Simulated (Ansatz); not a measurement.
Cu, space group P6_3/mmc, a surface slab

Program: Ansatz's Python interface.

Contents of `cu.cif`:
```cif
data_Cu
_cell_length_a 2.534097
_cell_length_b 2.534097
_cell_length_c 4.112571
_cell_angle_alpha 90.00000
_cell_angle_beta 90.00000
_cell_angle_gamma 120.00000
_symmetry_space_group_name_H-M 'P 1'
_symmetry_Int_Tables_number 1
loop_
_symmetry_equiv_pos_as_xyz
'x, y, z'
loop_
_atom_site_label
_atom_site_type_symbol
_atom_site_fract_x
_atom_site_fract_y
_atom_site_fract_z
Cu1 Cu    0.333333    0.666667    0.250000
Cu2 Cu    0.666667    0.333333    0.750000
```

The cells in order, each with its output:

In [1]:
```python
import warnings

import ansatz as az
from ase.build import surface
from ase.io import read
import numpy as np
```

In [2]:
```python
warnings.simplefilter("ignore", az.DeckWarning)
```

In [3]:
```python
atoms = read("cu.cif")
# Miller indices count the vectors of the cell as typed
slab = surface(atoms, (0, 0, 1), 2, vacuum=7.0)
slab.pbc = (True, True, False)
```

In [4]:
```python
print(slab.get_chemical_formula(), "area {:.3f} A^2, cell height {:.2f} A".format(np.linalg.norm(np.cross(slab.cell[0], slab.cell[1])), slab.cell[2, 2]))
```
```text
Cu4 area 5.561 A^2, cell height 20.17 A
```

In [5]:
```python
def settings(structure):
    return (
        az.Crystal.from_ase(structure).calculation()
        .functional("LDA")
        .scf(tolerance=1e-05, max_iterations=80, extra_bands=4)
        .occupations("Marzari-Vanderbilt", width=0.3)
        .basis(260)
    )
```

In [6]:
```python
base = settings(slab).kpoints(8, 8, 1).potential().forces()
outcome = base.run()
rep = outcome.report
```
```text
RunWarning: a quarter of the vector that does not repeat or further from a slab's middle the planar density reads 1.39e-4 e/Å³ and 1.81e-4 e/Å² stand there. Where scf.max_iter stopped the SCF, or [...]
RunWarning: The output density's exchange-correlation potential varies sharply where the density is thin. Do not read a vacuum level from v_tot or v_xc, or from such a field of the output density. On [...]
```

In [7]:
```python
rep["kpoints_frac"][:4]
```
Out [7]:
```text
[[0.0, 0.0, 0.0], [0.0, 0.125, 0.0], [0.0, 0.25, 0.0], [0.0, 0.375, 0.0]]
```

In [8]:
```python
print(f"slab free energy {rep['free_energy_ev']:.4f} eV, Fermi level {rep['fermi_energy_ev']:.3f} eV")
```
```text
slab free energy -26214.3920 eV, Fermi level -5.307 eV
```

In [9]:
```python
# two faces, so half the excess energy for each
bulk = settings(atoms).kpoints(10, 10, 6).run().report
excess = rep["free_energy_ev"] - bulk["free_energy_ev"] * len(slab) / len(atoms)
area = np.linalg.norm(np.cross(slab.cell[0], slab.cell[1]))
print(f"mean surface energy {excess / (2 * area) * 16.02177:.3f} J/m^2 ({1000 * excess / (2 * area):.1f} meV/A^2)")
```
```text
mean surface energy 1.788 J/m^2 (111.6 meV/A^2)
```

In [10]:
```python
v = outcome.potential()
profile = (v.v_es_ev + (0 if v.v_field_ev is None else v.v_field_ev)).mean(axis=(0, 1))
height = outcome.lattice.cell_ang[2][2]
print("z (A)   planar potential less the Fermi level (eV)")
for i in range(0, len(profile), max(len(profile) // 24, 1)):
    print(f"{i * height / len(profile):6.2f} {profile[i] - rep['fermi_energy_ev']:9.3f}")
```
```text
z (A)   planar potential less the Fermi level (eV)
  0.00     5.264
  1.51     5.243
  3.01     5.213
  4.52     5.106
  6.02     1.650
  7.53    -8.518
  9.03   -17.134
 10.54    -7.261
 12.05    -0.174
 13.55   -12.428
 15.06     4.828
 16.56     5.193
 18.07     5.232
 19.57     5.256
 21.08     5.274
 22.59     5.287
 24.09     5.297
 25.60     5.303
 27.10     5.306
 28.61     5.307
 30.11     5.304
 31.62     5.299
 33.13     5.291
 34.63     5.280
```

These settings explore the input space; cutoff and mesh may be short of convergence. The cutoff lies under the one recommended for these potentials. For a metal this k-point mesh is coarse: on a finer one energies can move by several to tens of meV an atom and pressures by half a GPa or more, differences at one mesh by less. The zero of the levels is a convention of the potentials, so an absolute Fermi energy is no work function. This isn't the structure that Cu takes at ambient conditions. Warnings are shown shortened and without file and line. The slab is thin and cut from the structure as given; a cut can leave two unlike or polar faces, and the surface energy is then their mean. Miller indices refer to the vectors of the cell as typed, and the lattice isn't relaxed for this functional, so relaxation and surface energy can hold strain. The script silences the warnings on its input, which a real study should read. Run time: 5.8 s on 1 thread of Arm Neoverse V2, with other jobs on the host, peak memory 0.46 GiB.

(Lines on the test bed's own set-up are left out of the output.)
